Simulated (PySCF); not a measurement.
# C4H7B: the cost of one run

Computed with PySCF 2.14.0, with density-fitted response routines of our own, on a single molecule in the gas phase. Atoms are numbered from 0 throughout.

### 1 The molecule as given

12 atoms, charge 0, multiplicity 1; geometry from: GFN2-xTB. The atoms were then displaced at random by about 0.01 Å, so the start is not that level's minimum.

Bonds of the start (Å): B0–C1 1.52, C1–C2 1.53, C2–C3 1.46, C3–C4 1.29, C3–C1 1.53, B0–H5 1.21, B0–H6 1.17, C1–H7 1.07, C2–H8 1.07, C2–H9 1.10, C4–H10 1.07, C4–H11 1.08.

### 2 Relaxing the molecule at PBE0-D3(BJ)/def2-SVP

The job: settings as JSON, then the geometry in Å.

```
{"job": {"xc": "PBE0", "basis": "def2-SVP", "d3": "d3bj", "grid": 1, "shake": 0.01, "kind": "geom"}, "charge": 0, "multiplicity": 1}
B     -1.142630     1.095040     0.920090
C     -0.846840    -0.143000     0.097110
C      0.194920    -1.151250     0.586990
C      0.551570    -0.253070    -0.503100
C      1.339370     0.183820    -1.420280
H     -2.191390     1.673350     0.778710
H     -0.359900     1.538570     1.666720
H     -1.606110    -0.573810    -0.520440
H      0.038260    -2.190590     0.409310
H      0.663590    -0.965070     1.569910
H      1.062550     0.982950    -2.076110
H      2.336290    -0.225210    -1.517950
```

Command:

```console
> OMP_NUM_THREADS=1 python probes_run.py task.json out
```

The driver reads the jobs from task.json and runs them one after another.

Q: Estimate the wall time and peak memory of this first job on 1 thread of Arm Neoverse V1, shared host.

About 38 s, with a peak of 0.44 GiB.
